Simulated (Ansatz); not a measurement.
# HfIr3: the cost of one run

Computed with Ansatz 0.2.0 (DFT r2SCAN, scalar-relativistic, plane waves, PAW, unless a step's input says otherwise).

4 further runs of the same task are left out: 4 that didn't finish.

## (1) The structure to begin with

It takes space group Pm-3m (No. 221, cubic). The conventional cell has a = 3.926 Å, b = 3.926 Å, c = 3.926 Å, α = 90.00°, β = 90.00°, γ = 90.00°. Hf (site symmetry m-3m) has 12 Ir at 2.78 Å as nearest neighbours. Ir (site symmetry 4/mmm) is surrounded by 4 Hf at 2.78 Å and 8 Ir at 2.78 Å.

As a file:

```
CELL_PARAMETERS angstrom
3.92600 0.00000 0.00000
0.00000 3.92600 0.00000
0.00000 0.00000 3.92600
ATOMIC_POSITIONS crystal
Hf 0.00000 0.00000 0.00000
Ir 0.00000 0.50000 0.50000
Ir 0.50000 0.00000 0.50000
Ir 0.50000 0.50000 0.00000
```

Source of the structure: the Crystallography Open Database.

(A quick probe on a coarse mesh, which set the mesh and smearing, is not shown.)

## (3) The relaxation

Input file input.yaml:

```yaml
crystal:
  lattice:
    - [3.926, 0.0, 0.0]
    - [0.0, 3.926, 0.0]
    - [0.0, 0.0, 3.926]
  atoms:
    - { symbol: Hf, position: [0.0, 0.0, 0.0] }
    - { symbol: Ir, position: [0.0, 0.5, 0.5] }
    - { symbol: Ir, position: [0.5, 0.0, 0.5] }
    - { symbol: Ir, position: [0.5, 0.5, 0.0] }
basis:
  ecutwfc: 500
kpoints:
  mp_grid: { grid: [12, 12, 12] }
hamiltonian:
  xc: r2scan
scf:
  occupations: { method: gaussian, width: 0.1 }
output:
  forces: true
  stress: true
  eigenvalues: true
relax:
  adjacent_minimum: "off"
  f_tol: 0.005
  max_steps: 80
  cell: { stress_tol: 0.05 }
```

Run with:

```console
$ ansatz run input.yaml --threads 1 --pin off --max-ram 2560MiB --backend cpu --events-out ev --progress --plain --runs-dir out
```

Q: Estimate wall time and peak memory on 1 thread of Arm Neoverse V1, shared host.

About 2.6 min, with a peak of 0.62 GiB.
